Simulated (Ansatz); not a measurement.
# EuTi2Si2: the cost of one run

Program: Ansatz 0.2.0. Level of theory: DFT, PBE, with U_eff = 2.2 eV on Eu f, U_eff = 2.18 eV on Ti d, collinear spin, plane waves, PAW. These are calculated values, not measurements.

### 1 The cell

Symmetry: I4/mmm, No. 139, tetragonal system. The conventional cell has a = 4.133 Å, b = 4.133 Å, c = 9.904 Å, α = 90.00°, β = 90.00°, γ = 90.00°. Around Eu (site symmetry 4/mmm) lie 10 Si at 3.20 to 3.64 Å and 8 Ti at 3.23 Å. Ti (site symmetry -4m2) has 4 Si at 2.37 Å as nearest neighbours. Around Si (site symmetry 4mm) lie 4 Ti at 2.37 Å and 1 Si at 2.61 Å and 4 Eu at 3.20 Å.

Its coordinates follow in the input file.

The first density is read from a saved solution for the starting cell.

### 2 Relaxing

Contents of input.yaml:

```yaml
crystal:
  lattice:
    - [0.0, 4.13340318, 0.0]
    - [4.13340318, 0.0, 0.0]
    - [2.0667011, 2.0667011, -4.95191433]
  atoms:
    - { symbol: Eu, position: [0.0, 0.0, 0.0] }
    - { symbol: Ti, position: [0.75, 0.25, 0.5] }
    - { symbol: Ti, position: [0.25, 0.75, 0.5] }
    - { symbol: Si, position: [0.368, 0.368, 0.264] }
    - { symbol: Si, position: [0.632, 0.632, 0.736] }
  symmetry: { detect: false, time_reversal: true }
kpoints:
  mp_grid: { grid: [6, 6, 6], shift: [0, 0, 0] }
magnetization:
  spin_polarized: true
scf:
  occupations: { method: fermi_dirac }
  lower_state_search: "off"
hamiltonian:
  pseudopotentials: { kind: paw }
  xc: pbe
  hubbard:
    projectors: all-electron-ortho-atomic
    sites:
      - { species: Eu, l: f, u_eff: 2.2 }
      - { species: Ti, l: d, u_eff: 2.18 }
basis:
  ecutwfc: 420
  fft_grid_basis: typed
relax:
  max_steps: 40
  cell: { p_target: 0.0 }
  f_tol: 0.03
output:
  forces: true
  stress: true
  eigenvalues: true
  bader: true
  populations: true
  elf: true
  write_potential: true
  volumetric_format: npy
  dos:
    e_range: [-12, 8]
    de: 0.05
    projected: { site_lists: { Eu: [Eu], Si: [Si], Ti: [Ti] } }
  write_density: true
checkpoint:
  read: saved_state
```

Launch:

```console
$ ansatz run input.yaml --threads 2 --pin off --max-ram 4096MiB --backend cpu --events-out ev --progress --plain --runs-dir out
```

**Question.** How long does this run take on 2 threads of Intel Xeon 6975P-C (Granite Rapids), shared host, and how much memory does it need?

About 14 min, with a peak of 1.9 GiB.
